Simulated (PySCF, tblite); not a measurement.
# CH5BFN: geometry, infrared bands, NMR shifts and spin-spin couplings

What infrared bands, NMR shifts and spin-spin couplings should CH5BFN (`CB(N)F`) show?

Computed with tblite 0.8.0 and PySCF 2.14.0, with density-fitted response routines of our own, on a single molecule in the gas phase. Atoms count from 0, in the outputs and in this text.

**1. The starting structure**

9 atoms, charge 0, multiplicity 1; geometry from: force field or distance geometry start.

Bonds of the start (Å): C0–B1 1.57, B1–N2 1.53, B1–F3 1.45, C0–H4 1.11, C0–H5 1.11, C0–H6 1.11, N2–H7 1.04, N2–H8 1.05.

**2. Optimising the geometry with GFN2-xTB**

The job: settings as JSON, then the geometry in Å.

```
{"job": {"kind": "relax", "xc": "GFN2-xTB", "basis": "xTB"}, "charge": 0, "multiplicity": 1}
C     -1.194300     0.059400    -0.249000
B      0.214000     0.189700     0.437700
N      1.496000     0.017600    -0.375300
F      0.305100     0.482300     1.852900
H     -1.313000    -0.950000    -0.685400
H     -1.297200     0.827300    -1.048700
H     -2.002800     0.223600     0.500000
H      2.305100     0.120300     0.275900
H      1.500600    -0.964200    -0.733200
```

The run is started by

```console
OMP_NUM_THREADS=1 python probes_run.py task.json out
```

This one command runs all jobs of the session in turn.

**Question.** This job is followed by: GFN2-xTB harmonic vibrations, gas phase; GIAO PBE0/pcSseg-1 NMR shielding, non-relativistic, gas phase; B3LYP/pcJ-1 indirect spin-spin coupling, non-relativistic, gas phase. What will the session give for the following? strongest single infrared mode (GFN2-xTB); zero-point energy (GFN2-xTB); ¹³C shifts against TMS (PBE0/pcSseg-1); ¹H shifts against TMS (PBE0/pcSseg-1, means over atoms taken as alike); ¹¹B shifts against BF3·OEt2 (PBE0/pcSseg-1); ¹⁵N shifts against NH3 (PBE0/pcSseg-1); ¹⁹F shifts against CFCl3 (PBE0/pcSseg-1); largest coupling of the table (B3LYP/pcJ-1).

**Answer**, as computed:

| quantity | value |
| --- | --- |
| strongest single infrared mode (GFN2-xTB) | 1225 cm⁻¹, 344 km/mol |
| zero-point energy (GFN2-xTB) | 43.2 kcal/mol |
| ¹³C shifts against TMS (PBE0/pcSseg-1) | -2.8 ppm |
| ¹H shifts against TMS (PBE0/pcSseg-1, means over atoms taken as alike) | 2.96, 0.24 ppm |
| ¹¹B shifts against BF3·OEt2 (PBE0/pcSseg-1) | 31.9 ppm |
| ¹⁵N shifts against NH3 (PBE0/pcSseg-1) | 81.4 ppm |
| ¹⁹F shifts against CFCl3 (PBE0/pcSseg-1) | -104.5 ppm |
| largest coupling of the table (B3LYP/pcJ-1) | ¹J(C,H) C0–H4, 124.4 Hz |

**Reading.** Relaxing lowered the energy by 0.885 eV in 29 steps; the close pair that moved most is B1–N2, from 1.528 to 1.387 Å. The lowest mode is imaginary (45i cm⁻¹), so the xTB geometry is not a minimum. The strongest single mode, at 1225 cm⁻¹, moves mainly B1. Unscaled tight-binding wavenumbers are off by several per cent, some by more. Its intensities can rank the bands wrongly. At PBE0/pcSseg-1: Shielding is most anisotropic at F3 (span 286 ppm, paramagnetic term -194 ppm). Of the pairs tabulated at B3LYP/pcJ-1, C0–H4 (mean over like pairs) couples most strongly (124.4 Hz; Fermi contact 121.8 Hz).
